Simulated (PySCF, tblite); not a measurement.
**C₃H₉B₂F₂N: geometry, infrared bands and NMR shifts**

What infrared bands and NMR shifts should C₃H₉B₂F₂N (`CCB(N)CB(F)F`) show?

Computed with tblite 0.8.0 and PySCF 2.14.0, with density-fitted response routines of our own, on a single molecule in the gas phase. Atoms are numbered from 0 throughout.

### 1 Starting geometry

17 atoms, charge 0, multiplicity 1; geometry from: force field or distance geometry start.

Bonds of the start (Å): C0–C1 1.53, C1–B2 1.61, B2–N3 1.52, B2–C4 1.59, C4–B5 1.58, B5–F6 1.44, B5–F7 1.45, C0–H8 1.11, C0–H9 1.12, C0–H10 1.11, C1–H11 1.11, C1–H12 1.10, N3–H13 1.05, N3–H14 1.04, C4–H15 1.11, C4–H16 1.11.

### 2 Geometry optimisation with GFN2-xTB

The job: settings as JSON, then the geometry in Å.

```
{"job": {"kind": "relax", "xc": "GFN2-xTB", "basis": "xTB"}, "charge": 0, "multiplicity": 1}
C     -1.700900     0.464600     0.973000
C     -1.386900     0.219400    -0.504100
B      0.140000    -0.275700    -0.678800
N      0.419200    -1.658400    -1.233400
C      1.342000     0.705700    -0.341100
B      2.180700     0.142000     0.872500
F      1.575400     0.012900     2.174500
F      3.582800    -0.199700     0.700800
H     -1.068500     1.277600     1.385100
H     -2.776700     0.773000     1.071500
H     -1.558600    -0.458900     1.569600
H     -2.071700    -0.567900    -0.886800
H     -1.543500     1.147900    -1.068000
H     -0.032300    -2.350200    -0.582800
H     -0.061400    -1.735800    -2.148300
H      0.957700     1.716700    -0.074500
H      1.995800     0.798700    -1.239200
```

Started as:

```sh
$ OMP_NUM_THREADS=1 python probes_run.py task.json out
```

The driver reads the jobs from task.json and runs them one after another.

**Question.** This job is followed by: GFN2-xTB harmonic vibrations, gas phase; GIAO PBE0/pcSseg-1 NMR shielding, non-relativistic, gas phase. Predict these results of the whole session: strongest single infrared mode (GFN2-xTB); zero-point energy (GFN2-xTB); 13C shifts against TMS (PBE0/pcSseg-1); 1H shifts against TMS (PBE0/pcSseg-1, means over atoms taken as alike); 11B shifts against BF3·OEt2 (PBE0/pcSseg-1); 15N shifts against NH3 (PBE0/pcSseg-1); 19F shifts against CFCl3 (PBE0/pcSseg-1, means over atoms taken as alike).

As calculated:

| quantity | value |
| --- | --- |
| strongest single infrared mode (GFN2-xTB) | 1268 cm⁻¹, 475 km/mol |
| zero-point energy (GFN2-xTB) | 82.8 kcal/mol |
| 13C shifts against TMS (PBE0/pcSseg-1) | 19.4, 10.8, 9.1 ppm |
| 1H shifts against TMS (PBE0/pcSseg-1, means over atoms taken as alike) | 4.03, 1.06, 0.80, 0.79 ppm |
| 11B shifts against BF3·OEt2 (PBE0/pcSseg-1) | 42.8, 28.5 ppm |
| 15N shifts against NH3 (PBE0/pcSseg-1) | 110.6 ppm |
| 19F shifts against CFCl3 (PBE0/pcSseg-1, means over atoms taken as alike) | -72.3 ppm |

Over 84 steps the energy fell by 1.811 eV; of the close pairs, B2–N3 changed most, 1.516 to 1.380 Å. No mode is imaginary among the 45: a minimum at this level. The strongest single mode, at 1268 cm⁻¹, moves mainly B5. Unscaled tight-binding wavenumbers are off by several per cent, some by more. Its intensities can rank the bands wrongly. At PBE0/pcSseg-1: The largest span, 287 ppm, is at F6, F7, where the paramagnetic term is -225 ppm.
